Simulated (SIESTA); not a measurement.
Runs of SIESTA 5.4.2 on Ni. The cell holds a sheet with vacuum, 1 atom: a = 2.259 Å, b = 2.259 Å, c = 23.800 Å, α = 90.00°, β = 90.00°, γ = 90.00°. The cell was built by a generator and needn't be a form met in nature.

```csv
level,gap on the mesh (eV),moment (μB)
vdW-DF2,none,0.83
VV10,none,(a)
optB88-vdW,none,0.86
vdW-DF-C09,none,0.87
vdW-DF-cx,none,0.87
```

Alike in all rows: task band structure; potentials or basis PseudoDojo 0.4 standard (PBE files), DZP (energy shift 0.003 Ry; two zetas on semicore shells); spin collinear, ferromagnetic start; cell as given; k mesh 12 × 12 × 1; smearing fermi-dirac 0.05 eV; grid cutoff 800 Ry; energy shift 0.003 Ry.

Fill in the values left out.

(a) 0.90.

Caveats: the basis of atomic orbitals isn't converged, which shifts pressures, moduli and gaps; the non-local part is tabulated coarsely and may be off by about a percent (some runs).

A gap of «none» marks a metal or a gap under the smearing width.

Runs at the PBE level aren't shown here.
